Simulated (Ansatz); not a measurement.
Crystal: CsLiCr2Te2S3.

```xyz
9
Lattice="7.2896 -2.1043 0.0177 7.2896 2.1043 0.0177 -2.5332 0.0000 7.2810" Properties=species:S:1:pos:R:3 pbc="T T T"
Cs    7.2896    0.0000    0.0177
Li   -1.2666    0.0000    3.6405
Cr    3.6953    0.0000    3.1643
Cr    8.3507    0.0000    4.1521
Te   11.3199    0.0000    1.2975
Te    0.7262    0.0000    6.0190
S     1.3789    0.0000    2.8973
S    10.6672    0.0000    4.4191
S     6.0230    0.0000    3.6582
```

The cell was built by a generator and needn't be a form met in nature.

- Program: Ansatz 0.2.0
- Task: relaxation of cell and atoms
- Functional: PBEsol
- Potentials or basis: Ansatz PAW
- Cutoff: 420 eV (not typed: the program's choice for these potentials)
- k mesh: 5 × 5 × 3
- Occupations: fermi-dirac, width 0.05 eV
- Spin: collinear spin, ferromagnetic start
- Starting moments: [0.0, 0.0, 3.0, 3.0, 0.0, 0.0, 0.0, 0.0, 0.0] μB

At the start: volume 24.84 Å³/atom.

**Question.** How do energy, volume and symmetry change on relaxing?

**Answer.** It ends after 7 steps and the volume is 23.33 Å³/atom (-6.1 %); space group C2/m (No. 12, to 0.05 Å); moment 5.26 μB per cell.

Step by step:
```tsv
step	energy change (eV)	largest force (eV/Å)	volume (Å³)
1	0.0000	0.2869	223.57
2	-0.0970	0.1367	213.87
3	-0.1079	0.0546	210.63
4	-0.1090	0.0157	210.39
5	-0.1093	0.0156	210.27
6	-0.1095	0.0090	210.00
7	-0.1080	0.0090	210.00
```

Final structure:
```xyz
9
Lattice="7.1515 -2.0775 0.0802 7.1515 2.0775 0.0802 -2.4222 0.0000 7.0399" Properties=species:S:1:pos:R:3 pbc="T T T"
Cs    7.1515    0.0000    0.0802
Li   -1.2111    0.0000    3.5200
Cr    3.6675    0.0000    3.1115
Cr    8.2133    0.0000    4.0888
Te   11.1354    0.0000    1.3477
Te    0.7455    0.0000    5.8525
S     1.3836    0.0000    2.8036
S    10.4972    0.0000    4.3967
S     5.9404    0.0000    3.6001
```

Caveat: the plane-wave basis is chosen anew once the cell has moved, so the energies of steps on either side of that aren't comparable; only a ferromagnetic start was run, and an antiferromagnetic order may lie lower in energy; the PAW data sets come from PBE, with cores solved anew for the run's functional, which leaves a small shift of forces and pressure.
